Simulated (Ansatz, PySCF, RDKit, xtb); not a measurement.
**MgAlH2IO: from the formula to a structure**

Only the formula MgAlH2IO is given. Aim: find the structure of lowest free energy at 298.15 K, then its properties.

The funnel: GFN2-xTB relaxations, single points with a density functional, relaxations at r2SCAN-D4/def2-SVP, harmonic vibrations, and a last energy at a higher level. All values are calculated.

6 further runs of the same task are left out: 6 set aside as unsound or not needed.

### Step 1. Possible bonding patterns

All bonding patterns within simple valence rules are listed by program: one Lewis structure each, at most two rings and one unusual centre or charged pair. O–O, O–halogen and N–halogen bonds and N–N–N chains are not drawn. That gives 11 candidates.

```
label                  SMILES     spin
 c210    [I][Mg-]1[OH+][AlH]1  singlet
 c243        [OH][Mg][AlH][I]  singlet
 c513        [OH][AlH][Mg][I]  singlet
 c529      [OH][MgH-][Al+][I]  singlet
 c532  [I][Al@@H-]1[OH+][Mg]1  singlet
 c646      [OH][Al+][MgH-][I]  singlet
 c681    [OH][Mg-]([AlH+])[I]  singlet
 c809        [MgH][O][AlH][I]  singlet
 c862        [AlH2][O][Mg][I]  singlet
 c899    [I][Al]1[OH+][MgH-]1  singlet
 c909      [OH][Al]([MgH])[I]  singlet
```

Candidates are built by distance geometry, with a force field where one applies, in up to four conformers (letters a to d). 16 starts with atoms placed at random are added, to find patterns that the rules miss.

**Question.** With final energies at CCSD(T)/def2-TZVP, which structure will this search put lowest in free energy, and by what margin?

| quantity | value |
| --- | --- |
| lowest structure found | [AlH2][O][Mg][I], singlet, C2v |
| next finalist | [MgH][O][AlH][I], singlet, 8.7 kcal/mol higher in G |
| share at equilibrium, among the finalists | 100.0 % |
| harmonic wavenumbers, lowest and highest (r2SCAN-D4/def2-SVP) | 52 and 1921 cm⁻¹ |
| rotational constants, same geometry | 4.358, 0.01596, 0.0159 cm⁻¹ |
| dipole moment (PBE0/def2-TZVPD) | 0.30 D |
| HOMO energy (PBE0/def2-TZVPD) | -7.66 eV |
| LUMO energy (PBE0/def2-TZVPD) | -1.72 eV |
| HOMO–LUMO gap (PBE0/def2-TZVPD) | 5.94 eV |
| lowest excitation (TD-PBE0/def2-SVPD) | 4.78 eV (f = 0.021) |
| strongest of the states computed, same level | 6.16 eV (f = 0.073) |
| lowest triplet excitation, same level, Tamm-Dancoff | 4.56 eV |
| vertical ionisation energy | 9.33 eV |
| vertical electron affinity | 0.49 eV |
| vertical triplet less singlet | +4.59 eV |

The lowest structure found is `[AlH2][O][Mg][I]`. The margin of 8.7 kcal/mol over the next finalist is beyond the usual error of the last level; it says nothing of structures that weren't ranked. HF/STO-3G, r2SCAN-D4/def2-SVP, r2SCAN-D4/def2-SVP, relaxed, HF/def2-TZVP and MP2/def2-TZVP already put its bonding pattern lowest among the structures in one piece; GFN2-xTB favours the singlet [MgH][O][AlH][I] ‡ (c915, not a finalist). Spin-orbit coupling, which matters for elements this heavy, is left out. Lowest found is not proven lowest: the search is finite, and each finalist counts with one conformer. Patterns outside the rules of the enumeration were met only by chance. Bonds to the alkali or alkaline-earth atom are largely ionic, and its place along soft bends is ill-defined.

‡ marks the bonded skeleton alone, with all bonds drawn single: no Lewis structure was assigned that passes a check against the bond lengths.
